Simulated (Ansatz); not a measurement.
# ZrH: the cost of one run

Program: Ansatz 0.2.0. Level of theory: DFT LDA, scalar-relativistic, plane waves, PAW. These are calculated values, not measurements.

### Step 1. The starting structure

The structure is tetragonal, space group I-4m2 (No. 119). Conventional cell: a = 3.288 Å, b = 3.288 Å, c = 5.009 Å, α = 90.00°, β = 90.00°, γ = 90.00°. Around Zr (site symmetry -4m2) lie 4 H at 2.07 Å. H (site symmetry -4m2) is surrounded by 4 Zr at 2.07 Å.

Structure file:

```
Zr H
1.0
    -1.64391    1.64391    2.50440
     1.64391   -1.64391    2.50440
     1.64391    1.64391   -2.50440
Zr H
1 1
Direct
  0.00000 0.00000 0.00000
  0.75000 0.25000 0.50000
```

The structure comes from the Materials Project (structure only).

(A quick probe on a coarse mesh, which set the mesh and smearing, is not shown.)

### Step 3. Relaxing cell and atoms

input.yaml reads:

```yaml
crystal:
  lattice:
    - [-1.643908, 1.643908, 2.504399]
    - [1.643908, -1.643908, 2.504399]
    - [1.643908, 1.643908, -2.504399]
  atoms:
    - { symbol: Zr, position: [0.0, 0.0, 0.0] }
    - { symbol: H, position: [0.75, 0.25, 0.5] }
basis:
  ecutwfc: 520.0
kpoints:
  mp_grid: { grid: [18, 18, 18] }
hamiltonian:
  xc: lda
scf:
  occupations: { method: gaussian, width: 0.1 }
output:
  forces: true
  stress: true
  eigenvalues: true
relax:
  adjacent_minimum: "off"
  f_tol: 0.005
  max_steps: 80
  cell: { stress_tol: 0.05 }
```

Command:

```sh
$ ansatz run input.yaml --threads 1 --pin off --max-ram 2048MiB --backend cpu --events-out ev --progress --plain --runs-dir out
```

**Question.** How long does this run take on 1 thread of Intel Xeon 6975P-C (Granite Rapids), shared host, and how much memory does it need?

About 2.1 min, with a peak of 0.59 GiB.
